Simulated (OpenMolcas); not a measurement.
**Fe²⁺ among point charges: CASSCF and CASPT2 levels and susceptibility**

How does a field of 8 point charges split the states of Fe²⁺, and what χT follows?

Program: OpenMolcas 26.06. Level of theory: state-averaged CASSCF and CASPT2, spin-orbit coupling by RASSI with atomic mean-field integrals. These are calculated values, not measurements, unless marked.

### 1 Starting point

```
Species                           : Fe²⁺ (iron, Z = 26, 24 electrons)
Basis                             : ANO-RCC-VDZP [5s4p2d1f], 34 functions
Scalar Hamiltonian                : DKH2, point nucleus
Inactive shells                   : 1s 2s 2p 3s 3p
Active space                      : 6 electrons in 5 orbitals (3d)
Some configurations of this space : 3d⁶
Orbitals                          : optimised for each spin and parity, averaged over all roots
```

The outer shells:

3d6
```
3d [↑↓][↑ ][↑ ][↑ ][↑ ]
```

The ion sits among 8 point charges of -1.6 e arranged as a cube (Oh), 2.01 Å from the ion.

Each step is its own input file, run in one work folder so that later steps find the files of earlier ones. Labels, J, g values, rates, χT and fits are worked out afterwards by a script from the matrices that RASSI stores. The input lists half of the charges; inversion (Group=XYZ) makes the rest.

### 2 GATEWAY and SEWARD: basis and integrals

File a.inp:

```
&GATEWAY
Coord
1

Fe 0.0 0.0 0.0
Basis=ANO-RCC-VDZP
Group=XYZ
NoMove
AngMom=0.0 0.0 0.0
AMFI
XField
4 Angstrom 0
1.160474 1.160474 1.160474 -1.600000
1.160474 1.160474 -1.160474 -1.600000
1.160474 -1.160474 1.160474 -1.600000
1.160474 -1.160474 -1.160474 -1.600000
&SEWARD
```

Launch:

```bash
$ OMP_NUM_THREADS=1 MOLCAS_MEM=1689 MOLCAS_PROJECT=a pymolcas a.inp > a.log
```

### 3 Reference wave functions, quintets of even parity, 5 roots

File a.inp:

```
&RASSCF
FileOrb=start.orb
Symmetry=1
Spin=5
nActEl=6 0 0
Inactive=3 6
Ras2=5 0
CIRoot=5 5 1
SDav=5
CIMx=300
Iter=120 100
PrWF=0.3
OrbListing=Nothing
MaxOrb=0
>>> COPY $Project.JobIph JOB001
```

start.orb holds the contracted functions of the basis, ordered by shell, or the orbitals of the step before.

### 4 CASSCF: triplets of even parity, 45 roots

File a.inp:

```
&RASSCF
FileOrb=start.orb
Symmetry=1
Spin=3
nActEl=6 0 0
Inactive=3 6
Ras2=5 0
CIRoot=45 45 1
SDav=45
CIMx=300
Iter=120 100
PrWF=0.3
OrbListing=Nothing
MaxOrb=0
>>> COPY $Project.JobIph JOB002
```

### 5 CASSCF: singlets of even parity, 50 roots

File a.inp:

```
&RASSCF
FileOrb=start.orb
Symmetry=1
Spin=1
nActEl=6 0 0
Inactive=3 6
Ras2=5 0
CIRoot=50 50 1
SDav=50
CIMx=300
Iter=120 100
PrWF=0.3
OrbListing=Nothing
MaxOrb=0
>>> COPY $Project.JobIph JOB003
```

### 6 RASSI: spin-orbit coupling between the states

File a.inp:

```
&RASSI
NrOfJobIphs=3 5 45 50
1 2 3 4 5
1 2 3 4 5 6 7 8 9 10 11 12 13 14 15 16 17 18 19 20 21 22 23 24 25 26 27
28 29 30 31 32 33 34 35 36 37 38 39 40 41 42 43 44 45
1 2 3 4 5 6 7 8 9 10 11 12 13 14 15 16 17 18 19 20 21 22 23 24 25 26 27
28 29 30 31 32 33 34 35 36 37 38 39 40 41 42 43 44 45 46 47 48 49 50
IphNames
JOB001
JOB002
JOB003
EJob
SpinOrbit
DIPRint=1.0
SOCoupling=1000.0
Subsets=2
Property=9
'ANGMOM' 1 'ANGMOM' 2 'ANGMOM' 3 'MLTPL  1' 1 'MLTPL  1' 2 'MLTPL  1' 3
'AMFI' 1 'AMFI' 2 'AMFI' 3
SOProperty=3
'ANGMOM' 1 'ANGMOM' 2 'ANGMOM' 3
```

### 7 CASPT2: IPEA 0.25, imaginary shift 0.1 (closed shells correlated: 3s 3p)

File a.inp:

```
>>> COPY JOB001 $Project.JobIph
&CASPT2
Multistate=5 1 2 3 4 5
NoMult
Frozen=2 3
IPEA=0.25
Imaginary=0.1
MaxIter=60
WThr=0.0 0.3 0.05
PrWF=0.5
NoMix
>>> COPY JOB002 $Project.JobIph
&CASPT2
Multistate=45 1 2 3 4 5 6 7 8 9 10 11 12 13 14 15 16 17 18 19 20 21 22
23 24 25 26 27 28 29 30 31 32 33 34 35 36 37 38 39 40 41 42 43 44 45
NoMult
Frozen=2 3
IPEA=0.25
Imaginary=0.1
MaxIter=60
WThr=0.0 0.3 0.05
PrWF=0.5
NoMix
>>> COPY JOB003 $Project.JobIph
&CASPT2
Multistate=50 1 2 3 4 5 6 7 8 9 10 11 12 13 14 15 16 17 18 19 20 21 22
23 24 25 26 27 28 29 30 31 32 33 34 35 36 37 38 39 40 41 42 43 44 45 46
47 48 49 50
NoMult
Frozen=2 3
IPEA=0.25
Imaginary=0.1
MaxIter=60
WThr=0.0 0.3 0.05
PrWF=0.5
NoMix
```

(Steps that only read results are left out.)

Q: Predict the outcome of this session. Wanted: spin-free ground state; first state of the same spin within the active space; lowest level; next level.

The runs gave:

```
                                            quantity                                                                        value
                                              method  SS-CASPT2, IPEA 0.25, imaginary shift 0.1 (closed shells correlated: 3s 3p)
                              spin-free ground state                                               5E, 2-fold in its orbital part
first state of the same spin within the active space                                                             5T2 at 6050 cm⁻¹
                                        lowest level                                                                    1-fold A1
                                          next level                                                                    14.1 cm⁻¹
                                         χT at 300 K                                                               3.28 cm³ K/mol
                           effective moment at 300 K                                                                      5.12 μB
```

Cost by method:

```
                                              method  time of its own steps  time with the reference
                                           A. CASSCF                   25 s                     25 s
B. SS-CASPT2, IPEA 0.25, imaginary shift 0.1, +3s 3p                  7.7 s                     32 s
```

Times are of one thread on a shared host.

**Reading.** The spin-free ground state (5E) comes to 100 % from free-ion D terms and keeps the highest spin of the shell. χT at 300 K is 3.28, against 3.01 cm³ K/mol for the spin alone, so orbital moment adds to it. An active space of the d shell alone favours high spin; real ions in strong fields can be low spin. CASPT2 does not keep the components of a term degenerate, and the means are used. An orbital doublet at a regular site is open to a Jahn-Teller distortion, which this geometry leaves out. The field of point charges can differ much from that of real complexes. With metal d orbitals alone active, the gaps between spin states are rough; where two lie within a few thousand cm-1, their order is open. Point charges carry no covalency, so the field is a model and not that of real ligands.
